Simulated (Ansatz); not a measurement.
**Molecular dynamics of Na**

Input file:

```yaml
accuracy: low
crystal:
  lattice:
    - [8.73309, 0.0, 0.0]
    - [0.0, 8.73309, 0.0]
    - [0.0, 0.0, 8.73309]
  atoms:
    - { symbol: Na, position: [-0.09579234, -0.0468363, -0.07611438] }
    - { symbol: Na, position: [0.5098837, 0.19528497, 0.02470241] }
    - { symbol: Na, position: [-0.16030358, 0.39360604, 0.01865581] }
    - { symbol: Na, position: [0.07878931, -0.0343195, 0.55017772] }
    - { symbol: Na, position: [0.19237761, 0.18174127, 0.1459809] }
    - { symbol: Na, position: [0.52590435, 0.53378076, -0.0154745] }
    - { symbol: Na, position: [0.50517367, -0.00770638, 0.43730509] }
    - { symbol: Na, position: [0.85327775, 0.11559838, 0.28963612] }
    - { symbol: Na, position: [0.19700248, 0.60148056, 0.40998191] }
    - { symbol: Na, position: [0.03059951, 0.7849365, 0.21693739] }
    - { symbol: Na, position: [0.19344514, 0.28222152, 0.69582714] }
    - { symbol: Na, position: [0.54280648, 0.49346527, 0.45519512] }
    - { symbol: Na, position: [0.60888575, 0.85607322, 0.11391047] }
    - { symbol: Na, position: [0.70797172, 0.20793631, 0.69325282] }
    - { symbol: Na, position: [0.2301402, 0.83697681, 0.89235395] }
    - { symbol: Na, position: [0.82489906, 0.66522101, 0.7019244] }
basis:
  ecutwfc: 420.0
kpoints:
  mp_grid: { grid: [1, 1, 1] }
hamiltonian:
  xc: pbesol
scf:
  occupations: { method: fermi_dirac, width: 0.11 }
  lower_state_search: "off"
md:
  timestep: 2
  n_steps: 340
  ensemble: nvt_langevin
  temperature: 1040.0
  initial_velocities: maxwell_boltzmann
  seed: 977201
  friction: 0.02
  temperature_schedule:
    - { n_steps: 255, end_temperature: 300.0 }
    - { n_steps: 85, end_temperature: 300.0 }
```

Command:

```bash
$ ansatz run input.yaml --threads 1 --pin off --max-ram 3072MiB --backend cpu --events-out ev --progress --plain --runs-dir out
```

It goes on from the last frame of an earlier run, with new velocities.

Output, in part (step lines):

```
md step     0: t =     0.00 fs  T =   975.0 K (target 1040.0 K)  F+E_penalty+E_count = -23609.87444425 eV  E_kin = 2.016456 eV  (9 SCF iters)
md step     1: t =     2.00 fs  T =   998.9 K (target 1038.5 K)  F+E_penalty+E_count = -23609.86855707 eV  E_kin = 2.065878 eV  (6 SCF iters)
md step     2: t =     4.00 fs  T =   965.1 K (target 1035.6 K)  F+E_penalty+E_count = -23609.86064618 eV  E_kin = 1.995900 eV  (6 SCF iters)
md step     3: t =     6.00 fs  T =  1003.6 K (target 1032.7 K)  F+E_penalty+E_count = -23609.84788707 eV  E_kin = 2.075654 eV  (6 SCF iters)
md step     4: t =     8.00 fs  T =  1079.7 K (target 1029.8 K)  F+E_penalty+E_count = -23609.83003234 eV  E_kin = 2.232923 eV  (6 SCF iters)
md step     5: t =    10.00 fs  T =   995.9 K (target 1026.9 K)  F+E_penalty+E_count = -23609.80913679 eV  E_kin = 2.059695 eV  (5 SCF iters)
md step     6: t =    12.00 fs  T =   982.5 K (target 1024.0 K)  F+E_penalty+E_count = -23609.78641170 eV  E_kin = 2.031934 eV  (5 SCF iters)
md step     7: t =    14.00 fs  T =   918.5 K (target 1021.1 K)  F+E_penalty+E_count = -23609.76426398 eV  E_kin = 1.899705 eV  (5 SCF iters)
[... lines left out ...]
md step   339: t =   678.00 fs  T =   361.1 K (target 300.0 K)  F+E_penalty+E_count = -23610.72392921 eV  E_kin = 0.746899 eV  (4 SCF iters)
md step   340: t =   680.00 fs  T =   317.6 K (target 300.0 K)  F+E_penalty+E_count = -23610.73893158 eV  E_kin = 0.656803 eV  (6 SCF iters)
```

The steps, from the saved trajectory:

```csv
time (fs),T (K),potential energy less start (eV)
0.0,975,0.000
22.0,868,0.152
44.0,1063,0.185
66.0,1074,-0.006
88.0,929,-0.061
110.0,603,-0.139
132.0,708,-0.297
154.0,928,-0.576
176.0,724,-0.457
198.0,694,-0.185
220.0,673,-0.287
242.0,775,-0.523
264.0,621,-0.489
286.0,525,-0.343
308.0,395,-0.332
330.0,356,-0.467
352.0,516,-0.562
374.0,546,-0.561
396.0,582,-0.479
418.0,495,-0.217
440.0,590,-0.303
462.0,699,-0.421
484.0,491,-0.495
506.0,504,-0.493
528.0,327,-0.476
550.0,332,-0.522
572.0,445,-0.613
594.0,417,-0.677
616.0,265,-0.681
638.0,285,-0.692
660.0,331,-0.759
```

The run went to its last step. The schedule's set-point averaged 362 K over the second half and the system 441 K, so it lags behind the ramp. A run of 0.68 ps of so small a system gives no equilibrium averages. Limits of this set-up: coarse k mesh, low accuracy level.

Mean squared displacements from the first frame to the last, about the centre of mass: Na 1.70 Å².

Last frame:

```xyz
16
Lattice="8.7331 0.0000 0.0000 0.0000 8.7331 0.0000 0.0000 0.0000 8.7331" Properties=species:S:1:pos:R:3
Na -0.376 0.874 -0.607
Na 4.456 0.653 -0.405
Na -0.304 4.201 -0.285
Na 0.631 0.018 3.728
Na 2.222 2.563 1.490
Na 4.380 3.994 -1.059
Na 4.085 -0.303 4.027
Na 6.453 1.690 2.163
Na 0.787 4.895 5.443
Na -1.939 6.357 2.492
Na 2.008 1.866 6.029
Na 4.572 4.085 3.654
Na 3.746 6.215 1.247
Na 6.586 2.084 5.728
Na 1.346 6.904 8.444
Na 6.095 6.603 6.436
```

Time of the run: 18 min on 1 thread of Arm Neoverse V1 (shared host), peak memory 0.57 GiB.
